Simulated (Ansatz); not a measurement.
# C2H6F2Se2Ti: ionisation energy by level of theory

An exercise on one series of results from a longer session: the logs are not shown, and one member is left open.

Program: Ansatz 0.2.0, Gaussian basis. Level of theory: unrestricted cation, the program's frozen cores in correlated methods. These are calculated values, not measurements.

Plan: UKS PBE-D4/def2-TZVPP; UKS r2SCAN-D4/def2-TZVPP; UKS PBE0-D4/def2-TZVPP; UKS B3LYP-D4/def2-TZVPP; UKS wB97X-V/def2-TZVPP; UKS wB97M-V/def2-TZVPP; UKS B2PLYP/def2-TZVPP; UHF-CCSD(T)/def2-TZVPP; UHF-MP2/def2-QZVPP; extrapolation to the limit; then −ε(HOMO) from the neutral's earlier runs with LDA (SPW92), PBE-D4, revPBE-D4, BLYP-D4, r2SCAN-D4, B97M-V, PBE0-D4, B3LYP-D4, r2SCANh-D4, r2SCAN0-D4, HSE06-D4, BHLYP-D4, CAM-B3LYP-D4, LC-ωPBE, ωB97X-V, ωB97M-V.

## The geometry

The geometry comes from an earlier relaxation with PBE0-D4 in a triple-zeta def2 set; it is a stationary point, not always the lowest conformer.

SMILES `C[Se][Ti]([F])([F])[Se]C`, 13 atoms, charge 0, spin multiplicity 1.

Atoms are counted from 1 here; the program's logs count them from 0.

Bond lengths: C1–Se2 1.963 Å, C1–H8 1.088 Å, C1–H9 1.088 Å, C1–H10 1.088 Å, Se2–Ti3 2.398 Å, Ti3–F4 1.752 Å, Ti3–F5 1.752 Å, Ti3–Se6 2.398 Å, Se6–C7 1.963 Å, C7–H11 1.088 Å, C7–H12 1.088 Å, C7–H13 1.088 Å. Angles: Se2–C1–H8 109.1°, Se2–C1–H9 106.7°, Se2–C1–H10 110.2°, H8–C1–H9 110.5°, H8–C1–H10 110.5°, H9–C1–H10 109.7°, C1–Se2–Ti3 96.5°, Se2–Ti3–F4 110.5°, Se2–Ti3–F5 105.3°, Se2–Ti3–Se6 104.9°, F4–Ti3–F5 119.6°, F4–Ti3–Se6 105.3°, F5–Ti3–Se6 110.4°, Ti3–Se6–C7 96.5°, Se6–C7–H11 110.2°, Se6–C7–H12 106.7°, Se6–C7–H13 109.1°, H11–C7–H12 109.7° and more.

As a file:

```mol
C2H6F2Se2Ti
  3D, bonds by distance, orders not assigned

 13 12  0  0  0  0  0  0  0  0999 V2000
    0.0478   -2.4675    0.1076 C   0  0
    0.1916   -1.2490   -1.4248 Se  0  0
   -1.3600    0.3898   -0.6152 Ti  0  0
   -2.8325   -0.3817   -0.0627 F   0  0
   -1.4398    1.6112   -1.8681 F   0  0
   -0.3367    1.2858    1.3593 Se  0  0
    1.2064    2.1010    0.4606 C   0  0
    0.5081   -2.0023    0.9770 H   0  0
    0.5795   -3.3771   -0.1654 H   0  0
   -0.9963   -2.6988    0.3072 H   0  0
    0.8731    2.7299   -0.3623 H   0  0
    1.7158    2.7101    1.2050 H   0  0
    1.8634    1.3137    0.0967 H   0  0
  1  2  8  0
  2  3  8  0
  3  4  8  0
  3  5  8  0
  3  6  8  0
  6  7  8  0
  1  8  8  0
  1  9  8  0
  1 10  8  0
  7 11  8  0
  7 12  8  0
  7 13  8  0
M  END
```

The first run:

in.yaml reads:

```yaml
crystal:
  periodic: [false, false, false]
  atoms:
    - {symbol: C, position_ang: [0.047817, -2.467484, 0.107599]}
    - {symbol: Se, position_ang: [0.191575, -1.248999, -1.424751]}
    - {symbol: Ti, position_ang: [-1.360035, 0.389796, -0.615151]}
    - {symbol: F, position_ang: [-2.832519, -0.381669, -0.062707]}
    - {symbol: F, position_ang: [-1.439831, 1.611244, -1.868147]}
    - {symbol: Se, position_ang: [-0.336657, 1.285758, 1.359343]}
    - {symbol: C, position_ang: [1.206398, 2.101013, 0.460565]}
    - {symbol: H, position_ang: [0.508110, -2.002348, 0.976955]}
    - {symbol: H, position_ang: [0.579510, -3.377089, -0.165415]}
    - {symbol: H, position_ang: [-0.996315, -2.698769, 0.307234]}
    - {symbol: H, position_ang: [0.873133, 2.729856, -0.362280]}
    - {symbol: H, position_ang: [1.715790, 2.710127, 1.204969]}
    - {symbol: H, position_ang: [1.863425, 1.313665, 0.096686]}
basis:
  gaussian: {orbitals: def2-TZVPP}
total_charge: 1
magnetization: {spin_polarized: true, initial_magnetization: 1}
hamiltonian: {xc: pbe, dispersion: d4}
```

Started as:

```
$ ansatz run in.yaml --threads 4 --pin off --events-out ev --progress --plain --max-ram 41984MiB --backend cuda --devices 0, --max-vram 37GiB
```

Steps of the session up to this table: Cation, UKS PBE-D4/def2-TZVPP; Cation, UKS r2SCAN-D4/def2-TZVPP; Cation, UKS PBE0-D4/def2-TZVPP; Cation, UKS B3LYP-D4/def2-TZVPP; Cation, UKS wB97X-V/def2-TZVPP; Cation, UKS wB97M-V/def2-TZVPP; Cation, UKS B2PLYP (frozen core)/def2-TZVPP; Cation, UHF-CCSD(T)/def2-TZVPP; Cation, UHF-MP2/def2-QZVPP.

One table of the session follows, with a row left open; its other results are not shown here.

For comparison, −ε(HOMO) of the neutral from earlier runs:

```
  functional  −ε(HOMO) (eV)
 LDA (SPW92)           5.94
      PBE-D4           5.76
   revPBE-D4           5.70
     BLYP-D4           5.61
   r2SCAN-D4           6.02
      B97M-V           6.07
     PBE0-D4           6.83
    B3LYP-D4           6.62
  r2SCANh-D4              ?
  r2SCAN0-D4           7.00
    HSE06-D4           6.44
    BHLYP-D4           7.77
CAM-B3LYP-D4           8.03
     LC-ωPBE           9.28
     ωB97X-V           8.98
     ωB97M-V           8.86
```

**Question.** Estimate the row for r2SCANh-D4.

Worked estimate for «−ε(HOMO) (eV)». Against the share of exact exchange, r2SCAN-D4 (0, 6.02), r2SCAN0-D4 (0.25, 7.00) give a slope of 3.92 per unit share; at 0.1 the line stands at 6.41.

**Answer.** −ε(HOMO) (eV): 6.41. In «−ε(HOMO) (eV)» the line misses by 0.00.
